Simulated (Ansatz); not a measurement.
# C4H9Ga: basis-set convergence

Aim: see how fast density functionals converge with the basis set for C4H9Ga.

Program: Ansatz 0.2.0, Gaussian basis. Level of theory: one geometry, several basis sets. These are calculated values, not measurements.

Plan: PBE0-D4/def2-SVP; ωB97M-V/def2-SVP; PBE0-D4/def2-QZVPP; ωB97M-V/def2-QZVPP; the functionals' def2-TZVPP values are taken from earlier runs.

## (1) The geometry

All runs share one geometry, relaxed beforehand with PBE0-D4 in a triple-zeta def2 set.

SMILES `C=C(C)[CH2][GaH2]`, 14 atoms, charge 0, spin multiplicity 1.

Atoms are counted from 1 here; the program's logs count them from 0.

Bond lengths: C1–C2 1.360 Å, C1–H6 1.085 Å, C1–H7 1.083 Å, C2–C3 1.497 Å, C2–C4 1.469 Å, C3–H8 1.094 Å, C3–H9 1.090 Å, C3–H10 1.093 Å, C4–Ga5 2.028 Å, C4–H11 1.087 Å, C4–H12 1.085 Å, Ga5–H13 1.563 Å, Ga5–H14 1.561 Å. Angles: C2–C1–H6 121.4°, C2–C1–H7 120.9°, H6–C1–H7 117.2°, C1–C2–C3 120.7°, C1–C2–C4 121.4°, C3–C2–C4 117.1°, C2–C3–H8 109.0°, C2–C3–H9 112.1°, C2–C3–H10 110.9°, H8–C3–H9 108.8°, H8–C3–H10 107.0°, H9–C3–H10 108.9°, C2–C4–Ga5 80.6°, C2–C4–H11 115.6°, C2–C4–H12 115.1°, Ga5–C4–H11 108.0°, Ga5–C4–H12 121.0°, H11–C4–H12 112.9° and more.

## (2) PBE0-D4 in def2-SVP

Contents of in.yaml:

```yaml
crystal:
  periodic: [false, false, false]
  atoms:
    - {symbol: C, position_ang: [-0.303720, 1.440622, -0.116965]}
    - {symbol: C, position_ang: [-0.097431, 0.230179, 0.468742]}
    - {symbol: C, position_ang: [1.193705, -0.071457, 1.162756]}
    - {symbol: C, position_ang: [-1.015568, -0.894343, 0.245901]}
    - {symbol: Ga, position_ang: [-0.355654, -0.622219, -1.652098]}
    - {symbol: H, position_ang: [-1.262888, 1.703379, -0.550035]}
    - {symbol: H, position_ang: [0.441504, 2.223393, -0.052882]}
    - {symbol: H, position_ang: [0.994493, -0.243892, 2.224803]}
    - {symbol: H, position_ang: [1.910760, 0.744103, 1.068176]}
    - {symbol: H, position_ang: [1.644398, -0.986199, 0.769157]}
    - {symbol: H, position_ang: [-2.074342, -0.648734, 0.272707]}
    - {symbol: H, position_ang: [-0.777294, -1.798854, 0.795327]}
    - {symbol: H, position_ang: [1.104744, -1.059590, -1.997498]}
    - {symbol: H, position_ang: [-1.402720, -0.016397, -2.638109]}
basis:
  gaussian: {orbitals: def2-SVP}
hamiltonian: {xc: pbe0, dispersion: d4}
output: {orbitals: {seedname: orbitals}}
```

The runs that follow: ωB97M-V in def2-SVP; PBE0-D4 in def2-QZVPP; ωB97M-V in def2-QZVPP.

**Question.** What will the summary of the whole plan be? Wanted: PBE0-D4: double and triple zeta above quadruple; ωB97M-V: double and triple zeta above quadruple.

**Answer**, as computed:

| quantity | value |
| --- | --- |
| PBE0-D4: double and triple zeta above quadruple | 12.80, 1.43 eV |
| ωB97M-V: double and triple zeta above quadruple | 13.04, 1.39 eV |

For PBE0-D4 the step from double to triple zeta gains 11.37 eV and the next only 1.43 eV. Total energies overstate the basis error of differences, where much of it tends to cancel. The LUMO of ωB97M-V is positive and keeps falling with the basis (1.61 to 1.04 eV): an unbound level that the basis holds in place.
